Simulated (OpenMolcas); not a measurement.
# SrO (SMILES [O][Sr]): levels of theory compared

Wanted: a comparison of 6 runs (HF/def2-TZVPP, B2PLYP/def2-TZVPP, PBE0/def2-TZVPP, TPSS/def2-TZVPP, MP2/def2-TZVPP, CCSD(T)/def2-TZVPP) of SrO. 

The calculation is run with OpenMolcas 26.06.

### 1 The structure to begin with

SrO: 2 atoms, total charge 0, spin state singlet. SMILES: `[O][Sr]`. The coordinates come from a PBE0-D4/def2-TZVP relaxation.

Bond lengths: O1–Sr2 1.912 Å.

### 2 Energy and forces at HF/def2-TZVPP (core potential) (run 1)

The input, input.xyz:

```xyz
2

O      0.000000     0.000000     0.045510
Sr     0.000000     0.000000     1.957660
```

The input, calc.input:

```
&GATEWAY
BasLib = $CurrDir
Coord = input.xyz
Basis = def2-TZVPP
Group = NoSym
&SEWARD
&SCF
Thresholds = 1e-10 1e-07 1e-07 1e-05
PrOrbitals = 1 1
&ALASKA
```

The basis set def2-TZVPP is read from a file made from the Basis Set Exchange's data (not shown).

On the command line:

```sh
$ export MOLCAS_MEM=1860
$ pymolcas calc.input > calc.log
```

The log of the run:

```text
--- Start Module: gateway ---
[...]
--- Stop Module: gateway /rc=_RC_ALL_IS_WELL_ ---
[...]
      Basis functions           71
[...]
--- Start Module: scf ---
[...]
       Convergence after  15 Iterations
[...]
::    Total SCF energy                               -105.1807526970
[...]
      Total spin, S                                     0.0000000000
[...]
      Total electronic charge=   18.000000
      Total            charge=   -0.000000
[...]
      Dipole Moment (debye):
      Origin of the operator (angstrom)=    0.0000    0.0000    1.6633
                   X=  2.6063E-16               Y= -6.2245E-16               Z=  1.0977E+01           Total=  1.0977E+01
      Quadrupole Moment (debye*angstrom):
[...]
--- Stop Module: scf /rc=_RC_ALL_IS_WELL_ ---
[...]
--- Start Module: alaska ---
[...]
 *              Molecular gradients               *
 **************************************************
  Irreducible representation: a
 ------------------------------------------------------------------------------------------
                              X                       Y                       Z
 ------------------------------------------------------------------------------------------
  O1               -1.69302306171517E-15    7.99065393552809E-16   -6.19557553602501E-03
  SR2               1.69302306171517E-15   -7.99065393552812E-16    6.19557553603212E-03
 ------------------------------------------------------------------------------------------
--- Stop Module: alaska /rc=_RC_ALL_IS_WELL_ ---
[...]
```

Wall time 3.9 s (1 thread of Arm Neoverse V1, shared host); peak memory 0.42 GiB.

### 3 A single-point energy at B2PLYP/def2-TZVPP (core potential) (run 2)

The input, calc.inp:

```
&GATEWAY
 BASLIB=$CurrDir
 COORD
 2
 angstrom
 O        0.000000       0.000000       0.045510
 Sr       0.000000       0.000000       1.957660
 BASIS=def2-TZVPP
 GROUP=NoSym

&SEWARD
 GRIDINPUT
 Grid=UltraFine
 End of Grid

&SCF
 KSDFT=B2PLYP_SCF
 THRESHOLDS=1e-10 1e-07 1e-07 1e-05
 PRORBITALS=1 1

&MBPT2
 FROZEN=1
```

The basis set def2-TZVPP is read from a file made from the Basis Set Exchange's data (not shown).

On the command line:

```sh
$ export MOLCAS_MEM=1860
$ pymolcas calc.inp > calc.log
```

The log of the run:

```text
--- Start Module: gateway ---
[...]
--- Stop Module: gateway /rc=_RC_ALL_IS_WELL_ ---
[...]
      Basis functions           71
[...]
--- Start Module: scf ---
[...]
       Convergence after  15 Iterations
[...]
::    Total KS-DFT energy                            -105.6660987249
[...]
      Total spin, S                                     0.0000000000
[...]
      Total electronic charge=   18.000000
      Total            charge=   -0.000000
[...]
      Dipole Moment (debye):
      Origin of the operator (angstrom)=    0.0000    0.0000    1.6633
                   X= -6.3150E-16               Y= -3.9654E-16               Z=  9.7407E+00           Total=  9.7407E+00
      Quadrupole Moment (debye*angstrom):
[...]
--- Stop Module: scf /rc=_RC_ALL_IS_WELL_ ---
[...]
--- Start Module: mbpt2 ---
[...]
 ###    WARNING: MP2 implementation intended for RHF references only         ###
 ###############################################################################
MBPT2 WARNING: Reference function according to RunFile:KS-DFT
I'll assume you know what you're doing and continue
WARNING!
Default frozen orbitals as non valence orbitals is overwritten by user input.
Default values:   1
[...]
       Reference weight ( Cref**2 )         =        0.77147
::    Total MBPT2 energy                             -106.2781372792
[...]
      Total MBPT2 calculations                           0.08      0.09
--- Stop Module: mbpt2 /rc=_RC_ALL_IS_WELL_ ---
[...]
```

Wall time 8.7 s (1 thread of Arm Neoverse V1, shared host); peak memory 0.42 GiB.

Runs 3 to 4 aren't shown in full; the table further down has their settings and results.

### 4 The energy at MP2/def2-TZVPP (core potential) (run 5)

The input, test.inp:

```
&GATEWAY
 BASLIB = $CurrDir
 COORD
 2
 bohr
 O      0.00000000     0.00000000     0.08600144
 Sr     0.00000000     0.00000000     3.69944125
 BASIS = def2-TZVPP
 GROUP = NoSym

&SEWARD

&SCF
 THRESHOLDS = 1e-10 1e-07 1e-07 1e-05
 PRORBITALS = 1 1

&MBPT2
 FROZEN = 1
```

The basis set def2-TZVPP is read from a file made from the Basis Set Exchange's data (not shown).

On the command line:

```sh
$ export MOLCAS_MEM=1860
$ pymolcas test.inp > test.log
```

The log of the run:

```text
--- Start Module: gateway ---
[...]
--- Stop Module: gateway /rc=_RC_ALL_IS_WELL_ ---
[...]
      Basis functions           71
[...]
--- Start Module: scf ---
[...]
       Convergence after  15 Iterations
[...]
::    Total SCF energy                               -105.1807526970
[...]
      Total spin, S                                     0.0000000000
[...]
      Total electronic charge=   18.000000
      Total            charge=   -0.000000
[...]
      Dipole Moment (debye):
      Origin of the operator (angstrom)=    0.0000    0.0000    1.6633
                   X= -1.8169E-15               Y= -3.8624E-16               Z=  1.0977E+01           Total=  1.0977E+01
      Quadrupole Moment (debye*angstrom):
[...]
--- Stop Module: scf /rc=_RC_ALL_IS_WELL_ ---
[...]
--- Start Module: mbpt2 ---
[...]
WARNING!
Default frozen orbitals as non valence orbitals is overwritten by user input.
Default values:   1
[...]
       Reference weight ( Cref**2 )         =        0.85965
::    Total MBPT2 energy                             -105.6687346751
[...]
      Total MBPT2 calculations                           0.08      0.08
--- Stop Module: mbpt2 /rc=_RC_ALL_IS_WELL_ ---
[...]
```

Run time: 2.8 s. Hardware: 1 thread of Arm Neoverse V1, shared host; peak memory 0.42 GiB.

### 5 The energy at CCSD(T)/def2-TZVPP (core potential) (run 6)

The input, mol.inp:

```
* OSr CCSD(T)
>>> EXPORT MOLCAS_PRINT=2
&gateway
baslib=$CurrDir
coord
2
bohr
O      0.00000000     0.00000000     0.08600144
Sr     0.00000000     0.00000000     3.69944125
basis=def2-TZVPP
group=NoSym
&seward
&scf
thresholds=1e-10 1e-07 1e-07 1e-05
prorbitals=1 2
&rasscf
fileorb=$Project.ScfOrb
spin=1
nactel=0 0 0
inactive=9
ras2=0
outorbitals=Canonical
orblisting=NoCore
&motra
jobiph
frozen=1
&ccsdt
cct
triples=2
iterations=80
accuracy=1e-08
extrapolation=5 4
```

The basis set def2-TZVPP is read from a file made from the Basis Set Exchange's data (not shown).

On the command line:

```sh
$ export MOLCAS_MEM=1860
$ pymolcas mol.inp > mol.log
```

The log of the run:

```text
--- Start Module: gateway ---
[...]
--- Stop Module: gateway /rc=_RC_ALL_IS_WELL_ ---
[...]
      Basis functions           71
[...]
       Convergence after  15 Iterations
[...]
::    Total SCF energy                               -105.1807526970
[...]
      Total spin, S                                     0.0000000000
[...]
      Number of active orbitals                  0
[...]
      Spin quantum number                      0.0
[...]
      Active orbitals                            0
[...]
      Number of CSFs                             1
[...]
      Number of root(s) required                 1
[...]
      Convergence after  4 iterations
[...]
      Natural orbitals and occupation numbers for root  1
      ************************************************************************************************************************
      *                                                    Final results                                                     *
      ************************************************************************************************************************
[...]
::    RASSCF root number  1 Total energy:   -105.18075270
[...]
      Total electronic charge=   18.000000
      Total            charge=   -0.000000
[...]
      Dipole Moment (debye):
      Origin of the operator (angstrom)=    0.0000    0.0000    1.6633
                   X= -1.8169E-15               Y= -3.8624E-16               Z=  1.0977E+01           Total=  1.0977E+01
      Quadrupole Moment (debye*angstrom):
[...]
--- Start Module: motra ---
[...]
      *** WARNING: Default frozen orbitals is overwritten by user input.
      *** Default values:   1
[...]
--- Stop Module: motra /rc=_RC_ALL_IS_WELL_ ---
--- Start Module: ccsdt ---
[...]
      Convergence after                    29  Iterations
      Total energy (diff) :    -105.65884388      -0.00000000
[...]
 METHOD                       : CCSD+T(CCSD)+<T3(1)WT1> = CCSD(T)
[...]
       CCSD     =      -105.6588438815015
[...]
--- Stop Module: ccsdt /rc=_RC_ALL_IS_WELL_ ---
[...]
```

It took 24 s on 1 thread of Arm Neoverse V1, shared host; peak memory 0.42 GiB.

### 6 Overview of the runs

| run | level | task | frozen core orbitals | energy (Eh) | dipole moment (D) of the reference | HOMO energy (eV) | LUMO energy (eV) | wall time |
| --- | --- | --- | --- | --- | --- | --- | --- | --- |
| 1 | HF/def2-TZVPP (core potential) | gradient | – | -105.180753 | 10.98 | -7.53 | -0.37 | 3.9 s |
| 2 | B2PLYP/def2-TZVPP (core potential) | energy | 1 | -105.831349 | 9.74 | -5.59 | -1.24 | 8.7 s |
| 3 | PBE0/def2-TZVPP (core potential) | gradient | – | -105.848364 | 8.80 | -4.56 | -1.71 | 11 s |
| 4 | TPSS/def2-TZVPP (core potential) | gradient | – | -105.953176 | 7.91 | -3.52 | -2.12 | 15 s |
| 5 | MP2/def2-TZVPP (core potential) | energy | 1 | -105.668735 | 10.98 | -7.53 | -0.37 | 2.8 s |
| 6 | CCSD(T)/def2-TZVPP (core potential) | energy | 1 | -105.681771 | 10.98 | -7.53 | -0.37 | 24 s |

### 7 Outcome

| quantity | value |
| --- | --- |
| run 6: total energy | -105.68177 Eh |
| run 6: dipole moment (mean-field density) | 10.98 D |
| run 6: HOMO energy (Hartree–Fock orbitals) | -7.53 eV |
| run 6: LUMO energy (Hartree–Fock orbitals) | -0.37 eV |
| run 6: HOMO–LUMO gap (Hartree–Fock orbitals) | 7.16 eV |
| run 6: correlation energy (1 core orbital frozen) | -501.0 mEh |
| run 6: (T) correction | -22.93 mEh |

What this shows: Below the HF energy at the same shape and in the same basis (def2-TZVPP): MP2 -488.0 mEh; CCSD(T) -501.0 mEh. Over runs 1, 2, 3, 4 the dipole moment (its size) runs from 7.91 D (TPSS/def2-TZVPP) to 10.98 D (HF/def2-TZVPP). Over runs 1, 2, 3, 4 the HOMO–LUMO gap runs from 1.40 eV (TPSS/def2-TZVPP) to 7.16 eV (HF/def2-TZVPP). Exact exchange widens orbital gaps. For B2PLYP the log adds the whole second-order term; the table takes 0.27 of it, as the functional is defined. Totals of different functionals can't be ranked against each other. All runs together took 66 s, the longest 24 s.
